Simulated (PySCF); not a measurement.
**[Nd(H2O)]3+: other functionals and bases at one geometry**

The task here is to estimate one member of a computed series from the others.

Method: several levels, as the steps say, no spin–orbit coupling; program: PySCF 2.14.0.

3 further runs of the same task are left out: 2 for a known fault of the program, 1 that didn't finish.

**Where the work starts**

4 atoms, charge 3, spin multiplicity 1.

Bond lengths: Nd1–O2 2.253 Å, O2–H3 1.013 Å, O2–H4 1.013 Å. Angles: Nd1–O2–H3 128.9°, Nd1–O2–H4 128.9°, H3–O2–H4 102.2°.

Coordinates:

```
Nd    0.00000    0.00000   -0.11264
O     0.00000    0.00000    2.14037
H     0.78859    0.00000    2.77683
H    -0.78859    0.00000    2.77683
```

Formal oxidation states: Nd +3. Each metal's 3 4f electrons lie in its core potential, so multiplicities, spins and levels count the valence alone. An earlier session relaxed this geometry at PBE, Nd lcecp-1-SVP with ECP49, O def2-SVP, H def2-SVP (singlet, point group C2v).

At PBE on the finer grid: E = -108.902543 Eh, HOMO -26.09 eV, LUMO -21.51 eV, Mulliken charge on Nd1 +2.51 e, largest force component 0.005 eV/Å. 

Levels to run: r2SCAN; BP86; B3LYP; HF; PBE, TZVP. Hardware: 2 threads of Arm Neoverse V1, shared host.

The first run:

run.py (the lines that set the calculation) reads:

```python
mol = gto.M(atom='''
Nd     0.00000     0.00000    -0.11264
O      0.00000     0.00000     2.14037
H      0.78859     0.00000     2.77683
H     -0.78859     0.00000     2.77683''',
    basis={'Nd': 'lcecp-1-SVP', 'O': 'def2-SVP', 'H': 'def2-SVP'},
    ecp={'Nd': 'lcecp-1-SVP'},
    charge=3, spin=0)
mf = dft.RKS(mol, xc='R2SCAN')
mf.grids.atom_grid = (75, 302)  # f atoms: unpruned, at least (60, 302)
mf = mf.density_fit()  # fitting sets: Nd AutoAux, O def2-universal-JKFIT, H def2-universal-JKFIT
mf.conv_tol = 1e-08; mf.max_cycle = 55
mf.kernel(dm0)  # dm0: the density of the relaxed state
```

The run is started by

```
$ OMP_NUM_THREADS=2 python run.py
```

Among the steps run: r2SCAN; BP86; B3LYP; HF; PBE, TZVP.

One table of the session follows, with a row left open; its other results are not shown here.

| level | HOMO (eV) | gap (eV) | charge on Nd1 (e) | dipole (D) | largest force component (eV/Å) |
| --- | --- | --- | --- | --- | --- |
| PBE (relaxed here) | -26.09 | 4.58 | 2.51 | 3.22 | 0.01 |
| r2SCAN | ? | ? | ? | ? | ? |
| BP86 | -26.17 | 4.74 | 2.52 | 3.17 | 0.04 |
| B3LYP | -27.40 | 6.54 | 2.55 | 2.90 | 0.45 |
| HF | -31.99 | 15.37 | 2.70 | 2.07 | 2.18 |
| PBE, TZVP | -26.09 | 4.58 | 2.61 | 3.24 | 0.23 |

Estimate the missing values for r2SCAN.

**Answer.** HOMO (eV): -26.31; gap (eV): 5.53; charge on Nd1 (e): 2.56; dipole (D): 2.89; largest force component (eV/Å): 0.47. In the column «HOMO (eV)» it lies between B3LYP (-27.40) and BP86 (-26.17).

The dipole of a charged species depends on the origin, so these sizes hold for this origin alone.

In one basis the HOMO–LUMO gap runs from 4.58 eV (PBE) to 15.37 eV (HF). The largest leftover force, 2.18 eV/Å with HF, stands at a geometry relaxed at another level. With 4f in the core, its levels are missing from HOMO and gap, and its count is fixed, so no charge can pass from the ligands into it. Total energies of different levels can't be compared.
